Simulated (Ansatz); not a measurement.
# CH6ClGaSi: a ladder of functionals and wavefunction methods

An exercise on one series of results from a longer session: the logs are not shown, and one member is left open.

Program: Ansatz 0.2.0, Gaussian basis. Level of theory: functionals in def2-TZVPP, the program's frozen cores in correlated methods. These are calculated values, not measurements.

Plan: LDA (SPW92), PBE-D4, revPBE-D4, BLYP-D4, r2SCAN-D4, B97M-V, PBE0-D4, B3LYP-D4, r2SCANh-D4, r2SCAN0-D4, HSE06-D4, BHLYP-D4, CAM-B3LYP-D4, LC-ωPBE, ωB97X-V, ωB97M-V, B2PLYP, PBE-QIDH; CCSD(T)/def2-SVP; CCSD(T)/def2-TZVPP; MP2/def2-QZVPP; extrapolation to the limit; RPA on PBE.

1 further run of the same task is left out (it didn't finish).

## The relaxed structure

An earlier PBE0-D4 in a triple-zeta def2 set relaxation fixed the geometry.

SMILES `[SiH3][CH2][GaH][Cl]`, 10 atoms, charge 0, spin multiplicity 1.

Atoms are counted from 1 here; the program's logs count them from 0.

Bond lengths: Si1–C2 1.872 Å, Si1–H5 1.486 Å, Si1–H6 1.487 Å, Si1–H7 1.489 Å, C2–Ga3 1.951 Å, C2–H8 1.094 Å, C2–H9 1.094 Å, Ga3–Cl4 2.156 Å, Ga3–H10 1.557 Å. Angles: C2–Si1–H5 110.3°, C2–Si1–H6 111.4°, C2–Si1–H7 110.0°, H5–Si1–H6 108.8°, H5–Si1–H7 108.1°, H6–Si1–H7 108.2°, Si1–C2–Ga3 113.3°, Si1–C2–H8 109.0°, Si1–C2–H9 108.6°, Ga3–C2–H8 109.1°, Ga3–C2–H9 108.0°, H8–C2–H9 108.8°, C2–Ga3–Cl4 114.9°, C2–Ga3–H10 130.0°, Cl4–Ga3–H10 115.2°.

The first run:

in.yaml

```yaml
crystal:
  periodic: [false, false, false]
  atoms:
    - {symbol: Si, position_ang: [-0.963083, 1.055697, 0.349975]}
    - {symbol: C, position_ang: [0.332087, -0.247927, 0.706320]}
    - {symbol: Ga, position_ang: [1.137666, -0.996525, -0.905500]}
    - {symbol: Cl, position_ang: [0.019541, -2.598399, -1.818147]}
    - {symbol: H, position_ang: [-2.077828, 0.470926, -0.440126]}
    - {symbol: H, position_ang: [-1.515071, 1.629702, 1.606263]}
    - {symbol: H, position_ang: [-0.363994, 2.164352, -0.443774]}
    - {symbol: H, position_ang: [1.117705, 0.190777, 1.328488]}
    - {symbol: H, position_ang: [-0.138818, -1.065966, 1.259146]}
    - {symbol: H, position_ang: [2.451795, -0.602636, -1.642636]}
basis:
  gaussian: {orbitals: def2-TZVPP}
hamiltonian: {xc: lda}
output: {orbitals: {seedname: orbitals}}
```

Among the steps run: LDA; PBE-D4 (GGA); revPBE-D4 (GGA); BLYP-D4 (GGA); r2SCAN-D4 (meta-GGA); B97M-V (meta-GGA); PBE0-D4 (hybrid); B3LYP-D4 (hybrid); r2SCANh-D4 (hybrid); r2SCAN0-D4 (hybrid); HSE06-D4 (hybrid); BHLYP-D4 (hybrid); CAM-B3LYP-D4 (range-separated); LC-ωPBE (range-separated); ωB97X-V (range-separated); ωB97M-V (range-separated); B2PLYP (double hybrid); PBE-QIDH (double hybrid).

One table of the session follows, with a row left open; its other results are not shown here.

It belongs to the step «Frontier levels by functional». 

| functional | HOMO (eV) | LUMO (eV) | gap (eV) |
| --- | --- | --- | --- |
| LDA (SPW92) | ? | ? | ? |
| PBE-D4 | -6.90 | -2.30 | 4.59 |
| revPBE-D4 | -6.85 | -2.17 | 4.68 |
| BLYP-D4 | -6.75 | -2.23 | 4.52 |
| r2SCAN-D4 | -7.20 | -2.07 | 5.14 |
| B97M-V | -7.32 | -2.28 | 5.04 |
| PBE0-D4 | -8.15 | -1.52 | 6.63 |
| B3LYP-D4 | -7.92 | -1.78 | 6.14 |
| r2SCANh-D4 | -7.66 | -1.79 | 5.87 |
| r2SCAN0-D4 | -8.35 | -1.38 | 6.97 |
| HSE06-D4 | -7.76 | -1.89 | 5.87 |
| BHLYP-D4 | -9.28 | -0.76 | 8.52 |
| CAM-B3LYP-D4 | -9.47 | -0.62 | 8.84 |
| LC-ωPBE | -10.84 | 0.55 | 11.39 |
| ωB97X-V | -10.48 | 0.39 | 10.87 |
| ωB97M-V | -10.32 | 0.17 | 10.49 |

Estimate the missing values for LDA (SPW92).

**Answer.** HOMO (eV): -7.01; LUMO (eV): -2.59; gap (eV): 4.42. In the column «HOMO (eV)» it lies between r2SCAN-D4 (-7.20) and PBE-D4 (-6.90).
